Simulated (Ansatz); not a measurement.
**HfCH₂+ (quartet): from Hartree-Fock to the top rungs at a displaced geometry (v1), def2-SVP**

One table from this session's results is given with a row withheld; the runs are named, their logs left out.

The runs use Ansatz 0.2.0, Gaussian basis; def2-SVP, core rule «outside noble gas», up to 5 orbitals frozen.

The runs, in order: UHF; CCSD(T) on ROHF; CCSD(T) on UHF; CISD; CCSDT(Q) on ROHF; CCSDT(Q) on UHF.

18 further runs of the same task are left out: 6 that didn't finish, 12 set aside as unsound or not needed.

### The system

The geometry is a PBE0/def2-TZVP stationary point (not a proven minimum) with its atoms shifted at random (size 0.040 Å). No spin-orbit coupling is included. Elements past krypton take def2 core potentials.

4 atoms, charge 1, spin multiplicity 4.

Atoms are counted from 1 here; the program's logs count them from 0.

Bond lengths: Hf1–C2 2.109 Å, C2–H3 1.168 Å, C2–H4 1.105 Å. Angles: Hf1–C2–H3 123.5°, Hf1–C2–H4 124.7°, H3–C2–H4 111.8°.

The first run:

The input, in.yaml:

```yaml
crystal:
  periodic: [false, false, false]
  atoms:
    - {symbol: Hf, position_ang: [0.000097, 0.000884, 0.160321]}
    - {symbol: C, position_ang: [-0.000737, -0.015259, -1.948539]}
    - {symbol: H, position_ang: [0.047227, 0.952255, -2.600555]}
    - {symbol: H, position_ang: [-0.055550, -0.926967, -2.570753]}
basis:
  gaussian: {orbitals: def2-SVP}
total_charge: 1
magnetization: {spin_polarized: true, initial_magnetization: 3}
hamiltonian: {xc: hf}
output: {orbitals: {seedname: orbitals}}
```

Command:

```
ansatz run in.yaml --threads 1 --pin off --events-out ev --progress --plain --max-ram 2393MiB
```

Among the steps run: UHF; CCSD(T) on ROHF; CCSD(T) on UHF; CISD; CCSDT(Q) on ROHF; CCSDT(Q) on UHF.

One of the session's tables, all rows but one given; the rest of the session is left out.

It belongs to the step «Misses and costs». 

| method | from RCCSDT(Q) (meV) |
| --- | --- |
| ROHF | +4906.0 |
| UHF | +4762.0 |
| RMP2 | +768.0 |
| UMP2 | +708.7 |
| RCCSD | +183.9 |
| UCCSD | ? |
| RCCSD(T) | +29.5 |
| UCCSD(T) | -36.2 |
| RCCSDT | +7.7 |
| UCCSDT | -58.7 |
| RCCSDT(Q) | 0 |
| UCCSDT(Q) | -67.7 |

Q: Estimate the row for UCCSD from the others.

The run gave: from RCCSDT(Q) (meV): +116.5. In the column «from RCCSDT(Q) (meV)» it lies between RCCSD(T) (+29.5) and RCCSD (+183.9).

Not comparable, so not listed: CISD (they don't share determinant, frozen orbitals or solution with the rows shown, or repeat one).

Caveats from the session: Restricted and unrestricted rows rest on different reference determinants; where their highest levels disagree by more than a few hundredths of an eV, they describe different states and don't form one ladder.
